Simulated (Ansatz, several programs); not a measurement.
MgIn2N2 (R-3m) from a database structure, relaxed with PBE in Ansatz (plane waves, PAW): it is trigonal, R-3m (No. 166); conventional cell a = 3.337 Å, c = 23.304 Å, 14.98 Å³ an atom. Mg has 6 N at 2.33 Å; In has 3 N at 2.25 Å and 1 In at 2.84 Å; N has 3 In at 2.25 Å and 3 Mg at 2.33 Å. The cell was then scaled with its shape and fractional coordinates held, which makes it stiffer than a relaxed compression. Spin-unpolarised throughout; all numbers are computed.

```tsv
V (Å³/atom)	E (meV/atom)
14.083	20.81
14.533	4.91
14.982	0.00
15.881	16.65
```

**Question.** Pass a cubic E = c₀ + c₁u + c₂u² + c₃u³, with u = V − 14.870 Å³, through these points.

**Answer.** c₀ = 0.29, c₁ = -5.239, c₂ = 24.163, c₃ = -2.9407 (meV and Å³).

**Question.** Where is the minimum, and what bulk modulus follows?

**Answer.** dE/du = 0 at u = +0.111, so V₀ = 14.98 Å³. B = V₀ d²E/dV² = 14.98 × (2c₂ + 6c₃u) = 14.98 × 46.374 = 695 meV/Å³, and 1 meV/Å³ is 0.16022 GPa: 111 GPa. A third-order Birch-Murnaghan fit to all five points gives 14.98 Å³ and 110 GPa.

**Question.** Predict the energy and the pressure at the withheld volume, 15.432 Å³.

**Answer.** With u = +0.562: E ≈ 4.46 meV and P = −dE/dV ≈ -3.07 GPa. The run gives 4.42 meV and, from its stress, -3.06 GPa.
